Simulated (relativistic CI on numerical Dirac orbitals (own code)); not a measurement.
# Os²⁺: one ion under different settings

How much do the settings matter for Os²⁺? One ion, several inputs.

Program: relativistic CI on numerical Dirac orbitals (own code) version 3. Level of theory: Dirac-Coulomb-Breit CI, KLI orbitals optimised for each configuration, model QED (radiative potential, 1s self-energy scaled to tabulated hydrogen-like ionisation energies), numerical settings as typed. These are calculated values, not measurements, unless marked.

### Step 1. Starting point

```
ion            : Os²⁺ (Os III)
nuclear charge : 76
electrons      : 74
isotope        : A = 192
```

### Step 2. Usual settings

Settings, as recorded:

```ini
atom Os  Z=76  charge=2  electrons=74
nucleus A=192  rms_radius_fm=5.4126
hamiltonian dirac-coulomb  breit=on  qed=on  c_scale=1
orbitals kli  potential=per-configuration
slater_scale 1
correlation none
mixing on
grid step=0.0125 r_max=67.1
scf mixing=0.4 start=green max_iterations=150 tolerance=2e-08 node_fill=0.05
configurations
  [Xe] 4f14 5d6
end
```

Run with:

```bash
python run_levels.py task.json out
```

task.json lists these runs, among others, and the program works through them in turn.

### Step 3. Iteration limit 20, speed-of-light factor 2

Settings, as recorded:

```ini
atom Os  Z=76  charge=2  electrons=74
nucleus A=192  rms_radius_fm=5.4126
hamiltonian dirac-coulomb  breit=on  qed=on  c_scale=2
orbitals kli  potential=per-configuration
slater_scale 1
correlation none
mixing on
grid step=0.0125 r_max=67.1
scf mixing=0.4 start=green max_iterations=20 tolerance=2e-08 node_fill=0.05
configurations
  [Xe] 4f14 5d6
end
```

### Step 4. Grid step 0.008

Settings, as recorded:

```ini
atom Os  Z=76  charge=2  electrons=74
nucleus A=192  rms_radius_fm=5.4126
hamiltonian dirac-coulomb  breit=on  qed=on  c_scale=1
orbitals kli  potential=per-configuration
slater_scale 1
correlation none
mixing on
grid step=0.008 r_max=67.1
scf mixing=0.4 start=green max_iterations=150 tolerance=2e-08 node_fill=0.05
configurations
  [Xe] 4f14 5d6
end
```

### Step 5. QED terms off, Slater scale 0.5

Settings, as recorded:

```ini
atom Os  Z=76  charge=2  electrons=74
nucleus A=192  rms_radius_fm=5.4126
hamiltonian dirac-coulomb  breit=on  qed=off  c_scale=1
orbitals kli  potential=per-configuration
slater_scale 0.5
correlation none
mixing on
grid step=0.0125 r_max=67.1
scf mixing=0.4 start=green max_iterations=150 tolerance=2e-08 node_fill=0.05
configurations
  [Xe] 4f14 5d6
end
```

### Step 6. Grid step 0.15

Settings, as recorded:

```ini
atom Os  Z=76  charge=2  electrons=74
nucleus A=192  rms_radius_fm=5.4126
hamiltonian dirac-coulomb  breit=on  qed=on  c_scale=1
orbitals kli  potential=per-configuration
slater_scale 1
correlation none
mixing on
grid step=0.15 r_max=67.1
scf mixing=0.4 start=green max_iterations=82 tolerance=2e-08 node_fill=0.05
configurations
  [Xe] 4f14 5d6
end
```

(Steps that only read results are left out.)

What does the calculation give? Wanted: lowest level, usual settings; total energy; first excitation.

The runs gave:

| setting | total energy less usual (Ha) | largest shift of a level among the lowest eight of both runs, same label and place (cm⁻¹) | SCF iterations | time | lowest level | kind of change |
| --- | --- | --- | --- | --- | --- | --- |
| usual | 0 | 0 | 12 | 0.22 s | 5d6 5D4 | - |
| iteration limit 20, speed-of-light factor 2 | 745 | 4710 | 12 | 0.22 s | 5d6 5D4 | unphysical constant |
| grid step 0.008 | -0.000135 | 0 | 12 | 0.35 s | 5d6 5D4 | numerical |
| QED terms off, Slater scale 0.5 | -12.8 | 7350 | 12 | 0.19 s | 5d6 5D4 | model term |
| grid step 0.15 | 0.183 | 70.9 | 13 | 0.048 s | 5d6 5D4 | unsound |

| quantity | value |
| --- | --- |
| lowest level, usual settings | 5d6 5D4 |
| total energy | -17238.5556 Ha |
| first excitation | 3780.4 cm⁻¹ |

What this shows: Among the runs whose levels can be followed, they move most under «QED terms off, Slater scale 0.5» (model term), by up to 7350 cm⁻¹. Under «grid step 0.15» the program warns: orbitals of one symmetry overlap by 2.3e-04. Only the listed configurations are in the model. In a near-neutral ion this small CI can misplace whole configurations by 10,000 cm⁻¹ or more, above all where the count of f electrons changes.
